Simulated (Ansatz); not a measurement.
# CH5FMgO: the cost of one run

All numbers below are computed with Ansatz 0.2.0 (UKS B3LYP-D4/cc-pVDZ).

## Step 1: The system as given

Bond lengths: Mg1–F2 2.347 Å, Mg1–C3 2.074 Å, Mg1–O5 2.417 Å, C3–H6 1.084 Å, C3–H7 1.086 Å, C3–H8 1.086 Å, O5–H9 0.956 Å. Angles: F2–Mg1–C3 113.5°, F2–Mg1–O5 61.7°, C3–Mg1–O5 118.7°, Mg1–C3–H6 115.2°, Mg1–C3–H7 105.1°, Mg1–C3–H8 106.3°, H6–C3–H7 110.2°, H6–C3–H8 110.2°, H7–C3–H8 109.7°, Mg1–O5–H9 132.1°.

As a file:

```xyz
9

Mg   -0.8558   -0.4139   -0.0996
F     0.7089   -1.1913   -1.6668
C    -0.0792   -0.2147    1.8131
H     0.4615   -0.0281   -1.8675
O    -0.1048    1.1086   -1.8195
H    -0.8061   -0.2743    2.6146
H     0.4074    0.7557    1.8204
H     0.6644   -0.9979    1.9230
H    -0.3963    1.2557   -2.7176
```

## Step 2: Pulling towards end A

Springs on the bonds that form and break draw the guess towards this end; the thresholds are loose.

input.yaml

```yaml
crystal:
  periodic: [false, false, false]
  atoms:
    - { symbol: Mg, position_ang: [-0.8558, -0.4139, -0.0996] }
    - { symbol: F, position_ang: [0.7089, -1.1913, -1.6668] }
    - { symbol: C, position_ang: [-0.0792, -0.2147, 1.8131] }
    - { symbol: H, position_ang: [0.4615, -0.0281, -1.8675] }
    - { symbol: O, position_ang: [-0.1048, 1.1086, -1.8195] }
    - { symbol: H, position_ang: [-0.8061, -0.2743, 2.6146] }
    - { symbol: H, position_ang: [0.4074, 0.7557, 1.8204] }
    - { symbol: H, position_ang: [0.6644, -0.9979, 1.923] }
    - { symbol: H, position_ang: [-0.3963, 1.2557, -2.7176] }
magnetization:
  spin_polarized: true
basis:
  gaussian: { orbitals: cc-pVDZ }
hamiltonian:
  xc: b3lyp
  dispersion: d4
relax:
  f_tol: 0.15
  max_steps: 25
  restrain:
    - { distance: [0, 4], at: 3.37, k: 30.0 }
    - { distance: [3, 1], at: 2.18, k: 30.0 }
    - { distance: [0, 1], at: 1.98, k: 30.0 }
    - { distance: [3, 4], at: 0.97, k: 30.0 }
```

Started as:

```bash
$ ansatz run input.yaml --threads 2 --pin off --max-ram 3072MiB --backend cpu --events-out ev --progress --plain --runs-dir out
```

**Question.** How long does this run take on 2 threads of Intel Xeon Platinum 8488C (Sapphire Rapids), shared host, and how much memory does it need?

About 25 s, with a peak of 0.24 GiB.
